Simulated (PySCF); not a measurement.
# CH6AsNSi2: the cost of one run

Programs: PySCF 2.14.0, with density-fitted response routines of our own. Each step states its level of theory. These are calculated values for one molecule in the gas phase, unless marked as measured. Atoms count from 0, in the outputs and in this text.

### Step 1. The starting structure

11 atoms, charge 0, multiplicity 1; geometry from: GFN2-xTB. The atoms were then displaced at random by about 0.01 Å, so the start is not that level's minimum.

Bonds of the start (Å): N0–C1 1.12, C1–Si2 1.87, Si2–As3 2.36, As3–Si4 2.30, Si2–H5 1.48, Si2–H6 1.44, As3–H7 1.50, Si4–H8 1.46, Si4–H9 1.49, Si4–H10 1.47.

### Step 2. Relaxing the molecule at PBE0-D3(BJ)/def2-SVP

Job settings and geometry (Å):

```
{"job": {"xc": "PBE0", "basis": "def2-SVP", "d3": "d3bj", "grid": 1, "shake": 0.01, "kind": "geom"}, "charge": 0, "multiplicity": 1}
N     -2.014760     2.466100     0.062880
C     -1.885070     1.352190     0.025580
Si    -1.543550    -0.477890    -0.090310
As     0.420170    -0.632450    -1.398750
Si     1.893660     0.176550     0.171160
H     -1.463900    -0.908260     1.320530
H     -2.711940    -1.060710    -0.705440
H      0.620240    -2.067910    -0.999170
H      3.264960    -0.082270    -0.251170
H      1.745160    -0.420730     1.525570
H      1.713150     1.629550     0.323460
```

Launch:

```
OMP_NUM_THREADS=1 python probes_run.py task.json out
```

One launch serves the whole session: the jobs run in the order shown.

Q: Estimate the wall time and peak memory of this first job on 1 thread of Arm Neoverse V2, shared host.

About 69 s, with a peak of 0.58 GiB.
